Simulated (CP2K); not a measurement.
HfIn4SiO6:

```xyz
12
Lattice="5.6987 0.0000 0.0000 -0.7010 6.1086 0.0000 -2.7200 -1.3979 6.6374" Properties=species:S:1:pos:R:3 pbc="T T T"
Hf    0.2996   -0.0908    0.8822
In   -0.4694    5.0836    4.8380
In    2.9687   -0.6417    3.2912
In   -0.4551    2.2384    3.5377
In    2.5029    2.6581    1.3625
Si    2.3098    1.4937    5.6779
O     0.7241    1.2580    5.2628
O     3.2717    1.4338    4.3538
O     5.4151    1.5967    0.0230
O     2.4792    2.8879    6.5346
O    -0.6227   -0.1538    2.6134
O     2.1049    0.3601    1.4469
```

The cell was built by a generator and needn't be a form met in nature.

Base run:

```yaml
Program: CP2K 2026.2
Functional: PBEsol
Potentials_or_basis: POTENTIAL_UZH Hf GTH-PBE-q12, In GTH-PBE-q13, Si GTH-PBE-q4, O GTH-PBE-q6; TZVP-MOLOPT-PBE-GTH basis
Density_cutoff: 13606 eV
k_mesh: 5 × 5 × 4
Occupations: fermi-dirac, width 0.05 eV
Spin: no spin polarisation
```

Its results: pressure -3.0 GPa; largest force 0.606 eV/Å.

Problem. The run is repeated on the same cell with these changes: functional from PBEsol to LDA. What comes out?

Solution. Pressure -4.5 GPa; largest force 0.743 eV/Å.

LDA binds more tightly than PBEsol, so the same cell stands under less pressure.

Caveats: the potentials were made for another functional, which shifts forces and pressure; the basis of atomic orbitals isn't converged, which shifts pressures, moduli and gaps.
